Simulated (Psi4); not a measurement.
**SnHSCl (SMILES [SH][Sn][Cl]) at B3LYP/def2-SVPD (core potential, sweep point 2)**

Aim: the energy change on altering one bond length of SnHSCl at B3LYP/def2-SVPD (core potential, sweep point 2), from 2 runs. 

The calculation is run with Psi4 1.11.

## Step 1: The molecule

SnHSCl has 4 atoms, charge 0, and is taken as a singlet. As SMILES, `[SH][Sn][Cl]`. The coordinates come from a PBE0-D4/def2-TZVP relaxation.

Bond lengths: S1–Sn2 2.427 Å, Sn2–Cl3 2.379 Å, S1–H4 1.344 Å. Angles: S1–Sn2–Cl3 96.5°, Sn2–S1–H4 93.1°.

## Step 2: A single-point energy at B3LYP/def2-SVPD (core potential, sweep point 2)

File input.inp:

```
memory 1600 MB

molecule mol {
  S      0.185700     1.488500    -0.409700
  Sn    -1.395700    -0.351700    -0.341800
  Cl     0.088800    -1.950300     0.607800
  H      1.176700     0.753300     0.123400
  units angstrom
  symmetry c1
}

set {
  basis def2-SVPD
  puream true
  scf_type pk
  dft_radial_points 99
  dft_spherical_points 590
}

energy_value, wavefunction = energy('b3lyp', return_wfn=True)
```

Run with:

```bash
$ psi4 -n 1 input.inp input.out
```

input.out:

```text
[...]
    !!!  WARNING: ECP capability is in beta. Please check occupations closely.  !!!
[...]
  Running in c1 symmetry.
[...]
  Nuclear repulsion =  213.489034180479024
[...]
  Multiplicity = 1
[...]
  Nalpha       = 28
  Nbeta        = 28
[...]
    Number of basis functions: 94
[...]
   @RKS iter   1: -1073.01202751606615   -8.53722e-01   6.22434e-03 DIIS/ADIIS
[...]
   @RKS iter   8: -1073.23387382930764   -3.85023e-07   7.40354e-07 DIIS
[...]
    Orbital Energies [Eh]
    ---------------------
    Doubly Occupied:
       1A   -101.496543     2A    -88.857457     3A     -9.448478
       4A     -7.949953     5A     -7.213945     6A     -7.210040
       7A     -7.208932     8A     -5.917668     9A     -5.914427
      10A     -5.912006    11A     -5.139062    12A     -3.482898
      13A     -3.479063    14A     -3.475304    15A     -1.065194
      16A     -1.062601    17A     -1.060720    18A     -1.059320
      19A     -1.056088    20A     -0.799966    21A     -0.727275
      22A     -0.485349    23A     -0.412722    24A     -0.343387
      25A     -0.329294    26A     -0.320838    27A     -0.279582
      28A     -0.271243
[...]
  @RKS Final Energy: -1073.23387382930764
   => Energetics <=
    Nuclear Repulsion Energy =            213.4890341804790239
    One-Electron Energy =               -1988.0285566788500091
    Two-Electron Energy =                 759.7720628193516177
    DFT Exchange-Correlation Energy =     -58.4664141502881805
    Empirical Dispersion Energy =           0.0000000000000000
    VV10 Nonlocal Energy =                  0.0000000000000000
    Total Energy =                      -1073.2338738293076403
[...]
 Multipole Moments:
 ------------------------------------------------------------------------------------
     Multipole            Electronic (a.u.)      Nuclear  (a.u.)        Total (a.u.)
 ------------------------------------------------------------------------------------
 L = 1.  Multiply by 2.5417464519 to convert [e a0] to [Debye]
 Dipole X            :        -41.9938961           41.1784221           -0.8154740
 Dipole Y            :         -3.9031559            4.0920540            0.1888981
 Dipole Z            :        -11.8961315           11.5845444           -0.3115871
 Magnitude           :                                                    0.8931779
[...]
```

Wall time 8.1 s (1 thread of Intel Xeon Platinum 8488C (Sapphire Rapids), shared host); peak memory 0.88 GiB.

## Step 3: The distorted shape at the same level

File job.in:

```
memory 1.6 GB

molecule system {
  S      0.976370     2.408565    -0.443649
  Sn    -1.395700    -0.351700    -0.341800
  Cl     0.088800    -1.950300     0.607800
  H      1.967370     1.673365     0.089451
  units angstrom
  symmetry c1
}

set basis def2-SVPD
set puream true
set scf_type pk
set dft_radial_points 99
set dft_spherical_points 590

e_tot, wfn = energy('b3lyp', return_wfn=True)
print_variables()
```

Run with:

```bash
$ psi4 job.in job.out -n 1
```

job.out:

```text
[...]
    !!!  WARNING: ECP capability is in beta. Please check occupations closely.  !!!
[...]
  Running in c1 symmetry.
[...]
  Nuclear repulsion =  177.264859481611296
[...]
  Multiplicity = 1
[...]
  Nalpha       = 28
  Nbeta        = 28
[...]
    Number of basis functions: 94
[...]
   @RKS iter   1: -1073.00567787836667   -1.20308e+00   5.44733e-03 ADIIS/DIIS
[...]
   @RKS iter  11: -1073.16598253905568   -1.34292e-07   7.02490e-07 DIIS
[...]
    Orbital Energies [Eh]
    ---------------------
    Doubly Occupied:
       1A   -101.529601     2A    -88.814660     3A     -9.481018
       4A     -7.903352     5A     -7.246362     6A     -7.242610
       7A     -7.241633     8A     -5.871246     9A     -5.869287
      10A     -5.864604    11A     -5.185875    12A     -3.529487
      13A     -3.524443    14A     -3.523137    15A     -1.109797
      16A     -1.107233    17A     -1.106297    18A     -1.104094
      19A     -1.101780    20A     -0.827824    21A     -0.656931
      22A     -0.507502    23A     -0.359054    24A     -0.354750
      25A     -0.352673    26A     -0.348979    27A     -0.230901
      28A     -0.215369
[...]
  @RKS Final Energy: -1073.16598253905568
   => Energetics <=
    Nuclear Repulsion Energy =            177.2648594816112961
    One-Electron Energy =               -1915.0419406294922737
    Two-Electron Energy =                 722.9843963614875975
    DFT Exchange-Correlation Energy =     -58.3732977526622179
    Empirical Dispersion Energy =           0.0000000000000000
    VV10 Nonlocal Energy =                  0.0000000000000000
    Total Energy =                      -1073.1659825390556762
[...]
 Multipole Moments:
 ------------------------------------------------------------------------------------
     Multipole            Electronic (a.u.)      Nuclear  (a.u.)        Total (a.u.)
 ------------------------------------------------------------------------------------
 L = 1.  Multiply by 2.5417464519 to convert [e a0] to [Debye]
 Dipole X            :        -53.8954894           51.8890949           -2.0063945
 Dipole Y            :        -17.9505875           16.5555536           -1.3950340
 Dipole Z            :        -11.3247684           11.1246603           -0.2001082
 Magnitude           :                                                    2.4518935
[...]
```

It took 8.7 s on 1 thread of Intel Xeon Platinum 8488C (Sapphire Rapids), shared host; peak memory 0.83 GiB.

## Step 4: Outcome

At B3LYP/def2-SVPD (core potential, sweep point 2):

| quantity | value |
| --- | --- |
| first shape: total energy | -1073.23387 Eh |
| first shape: dipole moment | 2.27 D |
| first shape: HOMO energy | -7.38 eV |
| first shape: LUMO energy | -3.08 eV |
| first shape: HOMO–LUMO gap | 4.30 eV |
| distorted shape: total energy | -1073.16598 Eh |
| distorted shape: dipole moment | 6.23 D |
| distorted shape: HOMO energy | -5.86 eV |
| distorted shape: LUMO energy | -4.23 eV |
| distorted shape: HOMO–LUMO gap | 1.63 eV |
| energy change with the S1–Sn2 bond stretched from 2.427 to 3.641 Å | 1.847 eV |

One bond (distorted shape) is far stretched, which a spin-restricted single reference describes badly; a broken-symmetry solution may lie lower. With the S1–Sn2 bond stretched from 2.427 to 3.641 Å the energy rises by 1.85 eV (178 kJ/mol). The first shape isn't relaxed at this level, so the change isn't measured from a minimum. A restricted reference can't describe the breaking bond well at this length.
